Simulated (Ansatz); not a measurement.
# Sc3SbP2: the cost of one run

Method: DFT PBE, scalar-relativistic, plane waves, PAW, in Ansatz 0.2.0.

## (1) The starting structure

Symmetry: P6/mmm, No. 191, hexagonal system. The conventional cell has a = 6.358 Å, b = 6.358 Å, c = 3.979 Å, α = 90.00°, β = 90.00°, γ = 120.00°. Sc (site symmetry mmm) has 2 P at 1.84 Å as nearest neighbours. Sb (site symmetry 6/mmm) is surrounded by 6 Sc at 3.18 Å. Around P (site symmetry -6m2) lie 3 Sc at 1.84 Å.

Structure file:

```
Sc Sb P
1.0
     6.35844    0.00000    0.00000
    -3.17922    5.50657    0.00000
     0.00000    0.00000    3.97872
Sc Sb P
3 1 2
Direct
  0.50000 0.00000 0.00000
  0.00000 0.50000 0.00000
  0.50000 0.50000 0.00000
  0.00000 0.00000 0.00000
  0.33333 0.66667 0.00000
  0.66667 0.33333 0.00000
```

Recipe of the guess: random cell by space group and Wyckoff sites (P6/mmm, No. 191). Its size is a rough estimate.

## (2) Probe: one point on a coarse mesh

input.yaml reads:

```yaml
crystal:
  lattice:
    - [6.35844294, 0.0, 0.0]
    - [-3.17922147, 5.50657311, 0.0]
    - [0.0, 0.0, 3.97871941]
  atoms:
    - { symbol: Sc, position: [0.5, 0.0, 0.0] }
    - { symbol: Sc, position: [0.0, 0.5, 0.0] }
    - { symbol: Sc, position: [0.5, 0.5, 0.0] }
    - { symbol: Sb, position: [0.0, 0.0, 0.0] }
    - { symbol: P, position: [0.33333333, 0.66666667, 0.0] }
    - { symbol: P, position: [0.66666667, 0.33333333, 0.0] }
basis:
  ecutwfc: 420
kpoints:
  mp_grid: { grid: [3, 3, 4] }
hamiltonian:
  xc: pbe
scf:
  occupations: { method: gaussian, width: 0.1 }
  lower_state_search: "off"
output:
  forces: true
  stress: true
  eigenvalues: true
```

The run is started by

```bash
$ ansatz run input.yaml --threads 1 --pin off --max-ram 2560MiB --backend cpu --events-out ev --progress --plain --runs-dir out
```

**Question.** How long does this run take on 1 thread of Intel Xeon at 2.70GHz, shared host, and how much memory does it need?

About 5.2 s, with a peak of 0.42 GiB.
